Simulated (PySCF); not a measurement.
**[BiF]2+: other spin states, a change of charge and excitations**

How does [BiF]2+ respond at fixed geometry? The runs cover other spin states, a change of charge and excitations. The species was built from a template and needn't be a known compound.

Computed with PySCF 2.14.0. Level: PBE0, Bi def2-SVP with ECP60, F def2-SVP; scalar-relativistic core potentials, no spin–orbit coupling.

3 further runs of the same task are left out: 2 for a known fault of the program, 1 that didn't finish.

## 1. The starting structure

2 atoms, charge 2, spin multiplicity 1.

Bond lengths: Bi1–F2 1.938 Å.

As a file:

```xyz
2
BiF
Bi    0.0000    0.0000   -0.1518
F     0.0000    0.0000    1.7858
```

Formal oxidation states: Bi +3. An earlier session relaxed this geometry at PBE0, Bi def2-SVP with ECP60, F def2-SVP (singlet, point group C∞v).

Its energy there is -313.408907 Eh.

## 2. Multiplicity 3 at the relaxed geometry

Contents of run.py (the lines that set the calculation):

```python
mol = gto.M(atom='''
Bi     0.00000     0.00000    -0.15184
F      0.00000     0.00000     1.78583''',
    basis={'Bi': 'def2-SVP', 'F': 'def2-SVP'},
    ecp={'Bi': 'def2-SVP'},
    charge=2, spin=2)
mf = dft.UKS(mol, xc='PBE0')
mf.grids.atom_grid = (50, 194)
mf = mf.density_fit()  # fitting sets: Bi def2-universal-JKFIT, F def2-universal-JKFIT
mf.conv_tol = 1e-08; mf.max_cycle = 55
mf.kernel(dm0)  # dm0: free metal ions and neutral atoms
```

Launch:

```bash
OMP_NUM_THREADS=2 python run.py
```

Output:

```text
init E= -318.431217043298
cycle= 1 E= -305.210353876689  delta_E= 13.2  |g|=    3  |ddm|= 3.23
cycle= 2 E= -289.405600306789  delta_E= 15.8  |g|= 6.85  |ddm|= 7.55
cycle= 3 E= -309.66566600306  delta_E= -20.3  |g|= 2.64  |ddm|=  5.7
cycle= 4 E= -312.503840352323  delta_E= -2.84  |g|=  1.1  |ddm|= 1.68
cycle= 5 E= -313.186123522502  delta_E= -0.682  |g|= 0.253  |ddm|= 1.52
cycle= 6 E= -313.225918442231  delta_E= -0.0398  |g|= 0.0717  |ddm|= 0.48
cycle= 7 E= -313.228789139303  delta_E= -0.00287  |g|= 0.0549  |ddm|= 0.144
cycle= 8 E= -313.230093625831  delta_E= -0.0013  |g|= 0.0254  |ddm|= 0.0594
cycle= 9 E= -313.230429428902  delta_E= -0.000336  |g|= 0.00319  |ddm|= 0.0344
cycle= 10 E= -313.230436666661  delta_E= -7.24e-06  |g|= 0.000709  |ddm|= 0.00666
cycle= 11 E= -313.23043714921  delta_E= -4.83e-07  |g|= 0.000144  |ddm|= 0.00205
cycle= 12 E= -313.230437164094  delta_E= -1.49e-08  |g|= 2.09e-05  |ddm|= 0.000352
cycle= 13 E= -313.230437164393  delta_E= -2.99e-10  |g|= 2.13e-06  |ddm|= 4.02e-05
Extra cycle  E= -313.230437164397  delta_E= -3.69e-12  |g|= 1.67e-06  |ddm|= 4.73e-06
converged SCF energy = -313.230437164397  <S^2> = 2.0066385  2S+1 = 3.0044224
```

It took 1 s on 2 threads of AMD EPYC 7R43 (Zen 3), shared host.

Read off: E = -313.230437 Eh (+4.856 eV from the relaxed state), HOMO -20.31 eV, LUMO -23.19 eV (over both spins), ⟨S²⟩ = 2.007, Mulliken charge on Bi1 +1.91 e. An empty level of one spin lies below a filled level of the other.

## 3. One electron removed, multiplicity 2

run.py (the lines that set the calculation), as its differences from that of step 2:

```diff
@@ -5,3 +5,3 @@
     ecp={'Bi': 'def2-SVP'},
-    charge=2, spin=2)
+    charge=3, spin=1)
 mf = dft.UKS(mol, xc='PBE0')
@@ -10,2 +10,2 @@
 mf.conv_tol = 1e-08; mf.max_cycle = 55
-mf.kernel(dm0)  # dm0: free metal ions and neutral atoms
+mf.kernel(dm0)  # dm0: the density of the relaxed state
```

Launch:

```bash
OMP_NUM_THREADS=2 python run.py
```

Output:

```text
init E= -313.420517897187
cycle= 1 E= -312.23536636398  delta_E= 1.19  |g|= 0.59  |ddm|= 0.675
  HOMO = -1.39980098053  LUMO = -1.39325748415  gap/eV = 0.17806
cycle= 2 E= -311.57162718953  delta_E= 0.664  |g|= 1.25  |ddm|= 2.04
  HOMO = -1.29049375129  LUMO = -1.1832823943  gap/eV = 2.91737
cycle= 3 E= -312.383015055958  delta_E= -0.811  |g|= 0.126  |ddm|= 2.13
  HOMO = -1.30002594805  LUMO = -1.13159013622  gap/eV = 4.58337
cycle= 4 E= -312.390922985928  delta_E= -0.00791  |g|= 0.0224  |ddm|= 0.149
  HOMO = -1.30758714516  LUMO = -1.12521739188  gap/eV = 4.96253
cycle= 5 E= -312.3911167425  delta_E= -0.000194  |g|= 0.00162  |ddm|= 0.0317
  HOMO = -1.30769243168  LUMO = -1.12431117356  gap/eV = 4.99006
cycle= 6 E= -312.391118521697  delta_E= -1.78e-06  |g|= 0.000356  |ddm|= 0.00243
  HOMO = -1.3076632178  LUMO = -1.12436359955  gap/eV = 4.98784
cycle= 7 E= -312.391118614428  delta_E= -9.27e-08  |g|= 9.89e-05  |ddm|= 0.0007
  HOMO = -1.30763836783  LUMO = -1.12434571578  gap/eV = 4.98765
cycle= 8 E= -312.391118622796  delta_E= -8.37e-09  |g|= 2.6e-05  |ddm|= 0.000196
  HOMO = -1.30764634457  LUMO = -1.12435883911  gap/eV = 4.98751
Extra cycle  E= -312.391118623276  delta_E= -4.8e-10  |g|= 2.61e-05  |ddm|= 5.8e-05
converged SCF energy = -312.391118623276  <S^2> = 0.7522118  2S+1 = 2.0022106
```

It took 0.3 s on 2 threads of AMD EPYC 7R43 (Zen 3), shared host.

Result: E = -312.391119 Eh (+27.695 eV from the relaxed state), HOMO -35.58 eV, LUMO -30.60 eV (over both spins), ⟨S²⟩ = 0.752, Mulliken charge on Bi1 +2.70 e. 

## 4. One electron added, multiplicity 2

run.py (the lines that set the calculation), as its differences from that of step 3:

```diff
@@ -5,3 +5,3 @@
     ecp={'Bi': 'def2-SVP'},
-    charge=3, spin=1)
+    charge=1, spin=1)
 mf = dft.UKS(mol, xc='PBE0')
```

Launch:

```bash
OMP_NUM_THREADS=2 python run.py
```

Output:

```text
init E= -313.419067951264
  HOMO = -0.671400597588  LUMO = -0.662847468022  gap/eV = 0.23274
cycle= 1 E= -313.964347358706  delta_E= -0.545  |g|= 0.14  |ddm|= 1.01
  HOMO = -0.44408907265  LUMO = -0.359105772147  gap/eV = 2.31251
cycle= 2 E= -313.975941629592  delta_E= -0.0116  |g|= 0.0824  |ddm|= 0.602
  HOMO = -0.467330604681  LUMO = -0.381304292772  gap/eV = 2.34090
cycle= 3 E= -313.977766274133  delta_E= -0.00182  |g|= 0.06  |ddm|= 0.151
  HOMO = -0.469294103153  LUMO = -0.382771732354  gap/eV = 2.35439
cycle= 4 E= -313.97897122917  delta_E= -0.0012  |g|= 0.0161  |ddm|= 0.0488
  HOMO = -0.471291303409  LUMO = -0.3841443178  gap/eV = 2.37139
cycle= 5 E= -313.979089887397  delta_E= -0.000119  |g|= 0.00209  |ddm|= 0.0154
  HOMO = -0.471351535551  LUMO = -0.383972479616  gap/eV = 2.37771
cycle= 6 E= -313.979096055944  delta_E= -6.17e-06  |g|= 0.00079  |ddm|= 0.00499
  HOMO = -0.471343289503  LUMO = -0.383907799945  gap/eV = 2.37924
cycle= 7 E= -313.979096951192  delta_E= -8.95e-07  |g|= 0.000181  |ddm|= 0.00216
  HOMO = -0.471337860122  LUMO = -0.383893840338  gap/eV = 2.37947
cycle= 8 E= -313.979096996408  delta_E= -4.52e-08  |g|= 3.58e-05  |ddm|= 0.00052
  HOMO = -0.471338164692  LUMO = -0.383895296097  gap/eV = 2.37944
cycle= 9 E= -313.979096997569  delta_E= -1.16e-09  |g|= 5.72e-06  |ddm|= 6.37e-05
  HOMO = -0.471337938261  LUMO = -0.383895116092  gap/eV = 2.37944
Extra cycle  E= -313.979096997595  delta_E= -2.64e-11  |g|= 6.41e-06  |ddm|= 1.32e-05
converged SCF energy = -313.979096997595  <S^2> = 0.75227973  2S+1 = 2.0022784
```

Run time: 0.4 s. Hardware: 2 threads of AMD EPYC 7R43 (Zen 3), shared host.

It gives: E = -313.979097 Eh (-15.516 eV from the relaxed state), HOMO -12.83 eV, LUMO -10.84 eV (over both spins), ⟨S²⟩ = 0.752, Mulliken charge on Bi1 +1.35 e. 

## 5. Singlet excitations, Tamm-Dancoff PBE0

run.py (the lines that set the calculation), as its differences from that of step 4:

```diff
@@ -5,4 +5,4 @@
     ecp={'Bi': 'def2-SVP'},
-    charge=1, spin=1)
-mf = dft.UKS(mol, xc='PBE0')
+    charge=2, spin=0)
+mf = dft.RKS(mol, xc='PBE0')
 mf.grids.atom_grid = (50, 194)
```

Launch:

```bash
OMP_NUM_THREADS=2 python run.py
```

Output:

```text
init E= -313.40890663904
  HOMO = -0.919098801239589  LUMO = -0.66717011583452  gap/eV = 6.85533
cycle= 1 E= -313.408906644625  delta_E= -5.59e-09  |g|= 7.66e-05  |ddm|= 0.000162
  HOMO = -0.919128368727186  LUMO = -0.667175184741945  gap/eV = 6.85600
Extra cycle  E= -313.408906639919  delta_E= 4.71e-09  |g|= 0.000173  |ddm|= 0.000148
converged SCF energy = -313.408906639919
```

Wall time 1.4 s (2 threads of AMD EPYC 7R43 (Zen 3), shared host).

It gives: E = -313.408907 Eh, HOMO -25.01 eV, LUMO -18.15 eV, Mulliken charge on Bi1 +2.21 e. 

Singlet excitations:

| state | energy (eV) | oscillator strength |
| --- | --- | --- |
| 1 | 4.96 | 0.0000 |
| 2 | 5.15 | 0.0000 |
| 3 | 5.15 | 0.0000 |
| 4 | 5.55 | 0.0204 |
| 5 | 5.55 | 0.0204 |
| 6 | 6.61 | 0.0093 |
| 7 | 8.01 | 0.0079 |
| 8 | 8.01 | 0.0079 |

## 6. The states side by side

| state | energy from the relaxed state (eV) | ⟨S²⟩ | time |
| --- | --- | --- | --- |
| charge +2, singlet, vacuum (relaxed) | 0 | 0.00 |  |
| charge +1, doublet, vacuum | -15.52 | 0.75 | 0.4 s |
| charge +2, triplet, vacuum | 4.86 | 2.01 | 1 s |
| charge +3, doublet, vacuum | 27.70 | 0.75 | 0.3 s |

An electron taken off or put on is at rest in vacuum. 

In the excitation run (PBE0), the lowest singlet lies at 4.96 eV (gaps between orbitals at other levels can't be set against it), and the brightest of the eight at 5.55 eV (f = 0.020); spin–orbit coupling would mix in triplets. Removing an electron vertically costs 27.70 eV (doublet), against −HOMO = 25.01 eV. Adding an electron vertically releases 15.52 eV (doublet). The triplet lies 4.86 eV above at this geometry. These are double-zeta-type bases without diffuse functions. Spin–orbit coupling is left out.
